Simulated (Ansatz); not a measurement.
# CH₅BrFGaOSi: a ladder of functionals and wavefunction methods

One table from this session's results is given with a row withheld; the runs are named, their logs left out.

Computed with Ansatz 0.2.0, Gaussian basis. Level: functionals in def2-TZVPP, the program's frozen cores in correlated methods.

Levels to be run: LDA (SPW92), PBE-D4, revPBE-D4, BLYP-D4, r2SCAN-D4, B97M-V, PBE0-D4, B3LYP-D4, r2SCANh-D4, r2SCAN0-D4, HSE06-D4, BHLYP-D4, CAM-B3LYP-D4, LC-ωPBE, ωB97X-V, ωB97M-V, B2PLYP, PBE-QIDH; CCSD(T)/def2-SVP; CCSD(T)/def2-TZVPP; MP2/def2-QZVPP; extrapolation to the limit; RPA on PBE.

**The geometry**

An earlier PBE0-D4 in a triple-zeta def2 set relaxation fixed the geometry.

SMILES `FC([SiH3])[O][GaH][Br]`, 11 atoms, charge 0, spin multiplicity 1.

Atoms are counted from 1 here; the program's logs count them from 0.

Bond lengths: F1–C2 1.510 Å, C2–Si3 1.918 Å, C2–O4 1.343 Å, C2–H7 1.099 Å, Si3–H8 1.481 Å, Si3–H9 1.484 Å, Si3–H10 1.485 Å, O4–Ga5 1.852 Å, Ga5–Br6 2.284 Å, Ga5–H11 1.546 Å. Angles: F1–C2–Si3 106.2°, F1–C2–O4 104.0°, F1–C2–H7 101.6°, Si3–C2–O4 114.8°, Si3–C2–H7 115.0°, O4–C2–H7 113.4°, C2–Si3–H8 108.1°, C2–Si3–H9 106.7°, C2–Si3–H10 109.5°, H8–Si3–H9 111.2°, H8–Si3–H10 111.4°, H9–Si3–H10 109.9°, C2–O4–Ga5 103.6°, O4–Ga5–Br6 113.3°, O4–Ga5–H11 121.2°, Br6–Ga5–H11 123.1°.

Geometry (Å):

```mol
CH5BrFGaOSi
  3D, bonds by distance, orders not assigned

 11 10  0  0  0  0  0  0  0  0999 V2000
   -1.2470   -0.4185    0.5204 F   0  0
    0.0441   -0.8264   -0.1476 C   0  0
    1.4529   -0.2862    1.0366 Si  0  0
    0.0192   -0.1811   -1.3254 O   0  0
   -1.5438    0.8089   -1.2462 Ga  0  0
   -1.2163    2.9586   -0.5463 Br  0  0
   -0.0907   -1.9127   -0.2431 H   0  0
    1.3752    1.1831    1.2021 H   0  0
    2.7284   -0.6864    0.3926 H   0  0
    1.3015   -0.9856    2.3378 H   0  0
   -2.8235    0.3462   -1.9808 H   0  0
  1  2  8  0
  2  3  8  0
  2  4  8  0
  4  5  8  0
  5  6  8  0
  2  7  8  0
  3  8  8  0
  3  9  8  0
  3 10  8  0
  5 11  8  0
M  END
```

The first run:

in.yaml reads:

```yaml
crystal:
  periodic: [false, false, false]
  atoms:
    - {symbol: F, position_ang: [-1.247043, -0.418514, 0.520402]}
    - {symbol: C, position_ang: [0.044092, -0.826394, -0.147645]}
    - {symbol: Si, position_ang: [1.452884, -0.286158, 1.036582]}
    - {symbol: O, position_ang: [0.019179, -0.181089, -1.325392]}
    - {symbol: Ga, position_ang: [-1.543781, 0.808853, -1.246195]}
    - {symbol: Br, position_ang: [-1.216280, 2.958587, -0.546342]}
    - {symbol: H, position_ang: [-0.090665, -1.912668, -0.243090]}
    - {symbol: H, position_ang: [1.375177, 1.183150, 1.202112]}
    - {symbol: H, position_ang: [2.728418, -0.686418, 0.392574]}
    - {symbol: H, position_ang: [1.301493, -0.985564, 2.337755]}
    - {symbol: H, position_ang: [-2.823475, 0.346203, -1.980762]}
basis:
  gaussian: {orbitals: def2-TZVPP}
hamiltonian: {xc: lda}
output: {orbitals: {seedname: orbitals}}
```

Run with:

```console
ansatz run in.yaml --threads 2 --pin off --events-out ev --progress --plain --max-ram 22528MiB --backend cuda --devices 0, --max-vram 18GiB
```

Among the steps run: LDA; PBE-D4 (GGA); revPBE-D4 (GGA); BLYP-D4 (GGA); r2SCAN-D4 (meta-GGA); B97M-V (meta-GGA); PBE0-D4 (hybrid); B3LYP-D4 (hybrid); r2SCANh-D4 (hybrid); r2SCAN0-D4 (hybrid); HSE06-D4 (hybrid); BHLYP-D4 (hybrid); CAM-B3LYP-D4 (range-separated); LC-ωPBE (range-separated); ωB97X-V (range-separated); ωB97M-V (range-separated); B2PLYP (double hybrid); PBE-QIDH (double hybrid).

One of the session's tables, all rows but one given; the rest of the session is left out.

```
  functional  HOMO (eV)  gap (eV)
 LDA (SPW92)          ?         ?
      PBE-D4      -6.24      4.46
   revPBE-D4      -6.18      4.54
     BLYP-D4      -6.15      4.46
   r2SCAN-D4      -6.54      5.09
      B97M-V      -6.69      5.04
     PBE0-D4      -7.70      6.81
    B3LYP-D4      -7.48      6.33
  r2SCANh-D4      -7.09      5.94
  r2SCAN0-D4      -7.92      7.21
    HSE06-D4      -7.30      6.04
    BHLYP-D4      -9.12      9.08
CAM-B3LYP-D4      -9.12      9.16
     LC-ωPBE     -10.42     11.67
     ωB97X-V     -10.10     11.20
     ωB97M-V     -10.00     10.85
```

**Question.** Estimate the row for LDA (SPW92).

As computed: HOMO (eV): -6.39; gap (eV): 4.31. In the column «HOMO (eV)» it lies between r2SCAN-D4 (-6.54) and PBE-D4 (-6.24).

Caveats from the session: All levels share the lack of spin-orbit coupling, which lowers the free heavy atoms and so the true binding.
